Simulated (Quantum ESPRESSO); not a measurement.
GaGe:

```xyz
2
Lattice="0.0000 2.8978 2.8978 2.8978 0.0000 2.8978 2.8978 2.8978 0.0000" Properties=species:S:1:pos:R:3 pbc="T T T"
Ge    0.0000    0.0000    0.0000
Ga    1.4489    1.4489    1.4489
```

The cell comes from a database or a generator and needn't be the stable form of this composition.

- Program: Quantum ESPRESSO 7.5
- Task: phonons
- Functional: LDA
- Potentials or basis: GBRV 1.5 LDA
- Cutoff: 762 eV
- Density cutoff: 6095 eV
- k mesh: 7 × 7 × 7
- Occupations: cold, width 0.2 eV
- Spin: no spin polarisation
- Target pressure: 5 GPa
- Form of the LDA correlation: PZ81
- Mixing beta: 0.5
- Most SCF iterations: 120
- SCF threshold: 4e-10 Ry

The cell and the atoms were relaxed first at 5 GPa, to 20.92 Å³/atom (a = 3.897 Å, b = 3.897 Å, c = 3.897 Å, α = 60.00°, β = 60.00°, γ = 60.00°), and the response was taken there.

Question: Where do the zone-centre optical modes lie?

Answer: T2 at 208 cm⁻¹ (IR and Raman).

Optical modes at Γ, degenerate ones joined:
```csv
cm⁻¹,components,symmetry,active in
208,3,T2,IR and Raman
```

Caveat: the mesh is thin for the phonons of a metal; the cell is more than 3 GPa from zero pressure, which shifts response properties.
